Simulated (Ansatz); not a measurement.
NiMoIrPdW:

```
CELL_PARAMETERS angstrom
2.77085 0.00000 0.00000
-1.38543 2.39963 0.00000
0.00000 0.00000 22.01961
ATOMIC_POSITIONS crystal
Ni 0.33333 0.66667 0.85081
Ni 0.66667 0.33333 0.14919
Mo 0.66667 0.33333 0.76059
Mo 0.33333 0.66667 0.23941
Pd 0.33333 0.66667 0.05329
Pd 0.66667 0.33333 0.94671
Ir 0.33333 0.66667 0.65827
Ir 0.66667 0.33333 0.34173
W 0.33333 0.66667 0.44418
W 0.66667 0.33333 0.55582
```

The cell was built by a generator and needn't be a form met in nature.

Base run:

* Program: Ansatz 0.2.0
* Functional: PBE
* Potentials or basis: Ansatz PAW
* Cutoff: 420 eV (not typed: the program's choice for these potentials)
* k mesh: 11 × 11 × 2
* Occupations: fermi-dirac, width 0.05 eV
* Spin: collinear spin, ferromagnetic start
* Starting moments: [1.0, 1.0, 1.0, 1.0, 0.0, 0.0, 0.6, 0.6, 0.0, 0.0] μB

Its results: band gap on the k mesh none (metal or under the smearing width); pressure 0.0 GPa; net moment 0.00 μB per cell; largest force 0.095 eV/Å.

**Question.** The run is repeated on the same cell with these changes: hubbard terms from none to Ir d U = 4 eV, Mo d U = 4 eV, Ni d U = 4 eV, Pd d U = 4 eV, W d U = 4 eV; hubbard projectors from none to ortho-atomic (the default). What comes out?

**Answer.** Band gap on the k mesh none (metal or under the smearing width); pressure 4.2 GPa; net moment -1.90 μB per cell; site moments Ni -0.86; Mo -0.07; Pd -0.04; Ir +0.03; W -0.00 μB; largest force 1.271 eV/Å.

Caveats: the starting moments weren't kept (some runs); the magnetic or orbital state may not be the lowest (some runs); the U is typed as a test and isn't derived for this compound (some runs); forces of over 1 eV/Å show positions far from the minimum, so gaps and moduli don't describe the material at rest (some runs).
